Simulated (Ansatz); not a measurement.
# LiFeN (P-6m2) in Ansatz: a series of runs

Runs on LiFeN. Level: PBE. Tasks: single point.

Everything below comes from runs of Ansatz 0.2.0. Logs are shortened: lines on timing, memory, paths and dates and some standing lists are left out, and cuts for length are marked.

## Step 1: Starting point

The structure is hexagonal, space group P-6m2 (No. 187). The conventional cell has a = 3.101 Å, b = 3.101 Å, c = 4.145 Å, α = 90.00°, β = 90.00°, γ = 120.00°. Fe (site symmetry -6m2) is surrounded by 3 N at 1.79 Å. Around N (site symmetry -6m2) lie 3 Fe at 1.79 Å. Li (site symmetry -6m2) is surrounded by 2 N at 2.07 Å.

The cell comes from a database or a generator and needn't be the stable form of this composition.

## Step 2: Single point, PBE

The input, input.yaml:

```yaml
crystal:
  lattice:
    - [3.1006003459, 0.0, 0.0]
    - [-1.5503001729, 2.6851986665, 0.0]
    - [0.0, 0.0, 4.145339]
  atoms:
    - { symbol: Fe, position: [0.3333333333, 0.6666666667, 0.5] }
    - { symbol: "N", position: [0.0, 0.0, 0.5] }
    - { symbol: Li, position: [0.0, 0.0, 0.0] }
hamiltonian:
  xc: pbe
  pseudopotentials: { kind: paw }
kpoints:
  mp_grid: { grid: [10, 10, 7] }
scf:
  occupations: { method: fermi_dirac, width: 0.05 }
output:
  forces: true
  stress: true
  eigenvalues: true
```

Potentials or basis: Ansatz PAW.

Command:

```
ansatz run input.yaml --threads 2 --pin off --max-ram 5632MiB --backend cpu --events-out ev --progress --plain --runs-dir out
```

Log:

```text
Warning: RAYON_NUM_THREADS=2 ignored (pool sized by the plan → 2); use --threads N
Engine: ansatz 0.2.0, aarch64-unknown-linux-gnu
Pseudopotentials: kind: paw
Pseudopotential: Fe, paw, valence charge 16, recommended cutoff 420 eV (normal), Fe.paw.azcp
Pseudopotential: N, paw, valence charge 5, recommended cutoff 420 eV (normal), N.paw.azcp
Pseudopotential: Li, paw, valence charge 3, recommended cutoff 420 eV (normal), Li.paw.azcp
Functional definition: PBE
  parameter kappa = 0.804
  parameter beta = 0.06672455060314922
  exchange = pbe_x(kappa = kappa, mu = beta*pi^2/3)
  correlation = pbe_c(beta = beta)
Crystal: 3 atoms, lattice volume = 34.513 Å³
Basis set: ecut = 420 eV, 685 PW (Γ), exchange–correlation on 48×48×60 points (8 copies of the dense FFT grid, shifted against one another)
Bands: 16, of which v1, the nominal top of the filled ones, is band 12 counted from 1 (11 counted from 0)
Symmetry: 12 space group operations
Space group: P-6m2 (ITA 187), of the structure as read, at distance tolerance 3.3e-5 Å
k-points: 56 of 700 (time reversal used)
Non-local potential: Fe, projectors of the file, l = 0: 3, l = 1: 2, l = 2: 3, l = 3: 1
Non-local potential: N, projectors of the file, l = 0: 2, l = 1: 2, l = 2: 1
Non-local potential: Li, projectors of the file, l = 0: 3, l = 1: 2, l = 2: 1
PAW form: soft (Blöchl's): semilocal exchange-correlation on the pseudo side does not see the compensation charge
PAW one-centre angular grid: Fe, 590 points (default); XC on 64 Gauss nodes
PAW one-centre angular grid: N, 110 points (default); XC on 64 Gauss nodes
PAW one-centre angular grid: Li, 110 points (default); XC on 64 Gauss nodes
Initial density: superposition of atomic densities (neutral atoms: chi_scale 0, normalization atom), corrected by the library's trained network
Initial wavefunctions: pseudopotential atomic-orbital guess
Functional: x = pbe(κ = 0.804, μ = 0.2195149727645171), c = pbe(β = 0.06672455060314922)
SCF iter   1: F=—  HF=-5069.660468 eV  |F-HF|=—  |Δ(HF+E_count)|=         —  Δρ=2.13e-2  dr2=1.56e-1  ethr=1.77e-3  ⟨swp⟩=4.0  Hψ=3814  notcnv=0
preconditioner: auto → none  [metal: Δε(μ)=0.071 eV  Ē_g=7.972 eV  σ=0.050 eV  W_gap=0.34  n_scr=8 (ndim 8)  ℏωp=23.6 eV  f_vac=0.005  D(μ)=2.18/eV (n_scr^D=22)  sad-step TF]
SCF iter   2: F=—  HF=-5069.651159 eV  |F-HF|=—  |Δ(HF+E_count)|=   9.31e-3  Δρ=1.32e-2  dr2=6.74e-2  ethr=6.49e-4  ⟨swp⟩=2.0  Hψ=1463  notcnv=0
SCF iter   3: F=—  HF=-5069.644374 eV  |F-HF|=—  |Δ(HF+E_count)|=   6.79e-3  Δρ=3.47e-3  dr2=1.65e-3  ethr=2.81e-4  ⟨swp⟩=2.0  Hψ=1099  notcnv=0
SCF iter   4: F=—  HF=-5069.643988 eV  |F-HF|=—  |Δ(HF+E_count)|=   3.86e-4  Δρ=2.97e-4  dr2=2.54e-5  ethr=6.87e-6  ⟨swp⟩=1.4  Hψ=969  notcnv=0
SCF iter   5: F=—  HF=-5069.643979 eV  |F-HF|=—  |Δ(HF+E_count)|=   9.00e-6  Δρ=1.29e-4  dr2=2.83e-6  ethr=1.06e-7  ⟨swp⟩=2.4  Hψ=1402  notcnv=0
SCF iter   6: F=-5069.643980 eV  HF=-5069.643980 eV  |F-HF|=6.34e-9  |Δ(HF+E_count)|=   7.40e-7  Δρ=9.51e-6  dr2=1.94e-8  ethr=4.17e-10  ⟨swp⟩=3.3  Hψ=3724  notcnv=0
SCF 1 converged in 6 iterations: F = -5069.643980 eV  dr2 = 1.94e-8
SCF converged after 6 iterations
Free energy (F): -5069.643980 eV
Harris-Foulkes:  -5069.643980 eV  (|F-HF|=6.34e-9)
Internal energy: -5069.626241 eV  (E = F + TS)
E sigma→0 (E₀):  -5069.635110 eV
Entropy (-TS):   -0.017739 eV (-5.913 meV/atom)
Fermi energy:    8.864222 eV
--- Per-component energies (eV) ---
  E_band       = -444.917073
  E_kinetic    = 505.642650
  E_local      = -3674.387162  (includes V_loc(G=0)·N_el)
  E_nonlocal   = 228.347746
  E_hartree    = 1532.640661
  E_xc         = -188.653517
  E_vxc        = -241.956103  (∫ρ·V_xc dr)
  E_paw        = -1512.558779  (= ΣΔE_a)
  E_vpaw       = -327.846328  (= ΣTr[D̂ρ^β])
  E_aug_tail   = 0.000690  (compensation charges beyond the density's cutoff)
  E_ewald      = -1960.658530
  E_smearing   = -0.017739  (= −TS)
  E_closure    = -0.000000  (closes the sum)
  Σ components = -5069.643980   (vs F -5069.643980, Δ=0.00e0)
--- Forces (eV/Å), atoms counted from 1 ---
  atom   1  Fe    -0.00000000     0.00000000     0.00000000
  atom   2  N     -0.00000000     0.00000000     0.00000000
  atom   3  Li     0.00000000    -0.00000000     0.00000000
  max |Σ_I F_I| component: 6.57e-16 eV/Å
--- Stress (GPa, compression-positive) ---
       -1.404570      -0.000000       0.000000
       -0.000000      -1.404570       0.000000
        0.000000       0.000000      -0.597936
  P = ⅓ Tr σ = -1.1357 GPa (-11.357 kbar)
--- Band table (eV; the first three rows and the last of 56) ---
  k-point 0: bands = ["-78.4154", "-44.8321", "-44.8321", "-43.8240", "-36.8967", "-7.4612", "2.5639", "2.5639", "3.9366", "6.1483", "8.0688", "8.0688", "11.1035", "12.6355", "12.6355", "17.0271"]
  k-point 1: bands = ["-78.4154", "-44.8321", "-44.8321", "-43.8241", "-36.8966", "-7.4665", "2.5676", "2.5676", "3.8034", "6.4580", "8.0588", "8.0588", "11.1114", "12.6434", "12.6434", "15.8926"]
  k-point 2: bands = ["-78.4154", "-44.8321", "-44.8321", "-43.8244", "-36.8961", "-7.4786", "2.5756", "2.5756", "3.5793", "7.1241", "8.0366", "8.0366", "11.1311", "12.6607", "12.6607", "14.5623"]
  k-point 55: bands = ["-78.4108", "-44.8757", "-44.8622", "-43.8185", "-36.8842", "-6.3362", "3.2434", "3.8800", "4.0839", "6.6409", "6.9700", "8.4370", "8.7831", "10.1476", "10.9671", "13.3490"]
```

It took 1.8 s on 2 threads of Arm Neoverse V1, shared host; peak memory 0.33 GiB.

Results:

```
Free energy            : -5069.6440 eV
Pressure               : -1.1 GPa
Band gap on the k mesh : none (metal or under the smearing width)
```

Caveat: the pressure holds a Pulay correction of +0.4 GPa for the finite cutoff; the run has no spin polarisation, though such a crystal can be magnetic. With open d or f shells a metallic result of PBE can be an artefact of self-interaction; +U or a hybrid may open a gap.

## Step 3: Single point, PBE, collinear spin, ferromagnetic start

input.yaml: that of step 2 with these lines changed.

```diff
@@ -6,3 +6,3 @@
   atoms:
-    - { symbol: Fe, position: [0.3333333333, 0.6666666667, 0.5] }
+    - { symbol: Fe, position: [0.3333333333, 0.6666666667, 0.5], spin: 3.0 }
     - { symbol: "N", position: [0.0, 0.0, 0.5] }
@@ -12,2 +12,4 @@
   pseudopotentials: { kind: paw }
+magnetization:
+  spin_polarized: true
 kpoints:
```

Potentials or basis: Ansatz PAW.

Command:

```
ansatz run input.yaml --threads 2 --pin off --max-ram 5632MiB --backend cpu --events-out ev --progress --plain --runs-dir out
```

Wall time 10 s (2 threads of Arm Neoverse V1, shared host); peak memory 0.36 GiB.

It converged, with:

```yaml
Free_energy: -5069.6440 eV
Pressure: -1.1 GPa
Band_gap_on_the_k_mesh: none (metal or under the smearing width)
Net_moment: -0.11 μB per cell
Absolute_moment: 0.12 μB per cell
Site_moments: Fe -0.10; N +0.00; Li +0.00 μB
```

Stress tensor (GPa, compression positive):
```
-1.40  0.00  0.00
 0.00 -1.40  0.00
 0.00  0.00 -0.59
```

Levels at points of the mesh, in eV from the Fermi level:
Spin up:
| k point | band 10 | band 11 | band 12 | band 13 | band 14 | band 15 |
| --- | --- | --- | --- | --- | --- | --- |
| (0.00, 0.00, 0.00) | -2.70 | -0.75 | -0.75 | 2.26 | 3.81 | 3.81 |
| (0.00, -0.50, 0.00) | -1.73 | -1.07 | -0.97 | 0.34 | 0.76 | 4.23 |
Spin down:
| k point | band 9 | band 10 | band 11 | band 12 | band 13 | band 14 | band 15 | band 16 |
| --- | --- | --- | --- | --- | --- | --- | --- | --- |
| (0.00, 0.00, 0.00) | -4.93 | -2.73 | -0.85 | -0.85 | 2.22 | 3.73 | 3.73 | 8.16 |
| (0.00, -0.50, 0.00) | -4.56 | -1.80 | -1.17 | -1.06 | 0.24 | 0.69 | 4.23 | 6.01 |

Caveat: the pressure holds a Pulay correction of +0.4 GPa for the finite cutoff; the starting moments weren't kept.

## Step 4: Single point, PBE, collinear spin, random start

input.yaml: that of step 3 with these lines changed.

```diff
@@ -6,3 +6,3 @@
   atoms:
-    - { symbol: Fe, position: [0.3333333333, 0.6666666667, 0.5], spin: 3.0 }
+    - { symbol: Fe, position: [0.3333333333, 0.6666666667, 0.5], spin: 0.55 }
     - { symbol: "N", position: [0.0, 0.0, 0.5] }
```

Command:

```
ansatz run input.yaml --threads 2 --pin off --max-ram 5632MiB --backend cpu --events-out ev --progress --plain --runs-dir out
```

Run time: 7.1 s. Hardware: 2 threads of Arm Neoverse V1, shared host; peak memory 0.36 GiB.

It converged, with:

```yaml
Free_energy: -5069.6440 eV
Pressure: -1.1 GPa
Band_gap_on_the_k_mesh: none (metal or under the smearing width)
Net_moment: 0.11 μB per cell
Absolute_moment: 0.12 μB per cell
Site_moments: Fe +0.10; N -0.00; Li -0.00 μB
```

Stress tensor (GPa, compression positive):
```
-1.40  0.00  0.00
 0.00 -1.40  0.00
 0.00  0.00 -0.59
```

Levels at points of the mesh, in eV from the Fermi level:
Spin up:
```tsv
k point	band 10	band 11	band 12	band 13	band 14	band 15
(0.00, 0.00, 0.00)	-2.73	-0.85	-0.85	2.22	3.73	3.73
(0.00, -0.50, 0.00)	-1.80	-1.17	-1.06	0.24	0.69	4.23
```
Spin down:
| k point | band 10 | band 11 | band 12 | band 13 | band 14 | band 15 |
| --- | --- | --- | --- | --- | --- | --- |
| (0.00, 0.00, 0.00) | -2.70 | -0.75 | -0.75 | 2.26 | 3.81 | 3.81 |
| (0.00, -0.50, 0.00) | -1.73 | -1.07 | -0.97 | 0.34 | 0.76 | 4.23 |

Caveat: the pressure holds a Pulay correction of +0.4 GPa for the finite cutoff.

## Step 5: Summary

```csv
spin,gap on the mesh (eV),pressure (GPa),moment (μB)
off,none,-1.1,-
"collinear, ferromagnetic start",none,-1.1,0.11
"collinear, random start",none,-1.1,0.11
```

Alike in all rows: task single point; level PBE; potentials or basis Ansatz PAW; cell as given; k mesh 10 × 10 × 7; cutoff (eV) 420; smearing fermi-dirac 0.05 eV.

Every run on the cell as given and a fine mesh finds a metal.

Caveats: the starting moments weren't kept (some runs).

Total energies depend on the potentials used, so only differences within one code and one set of settings carry meaning.
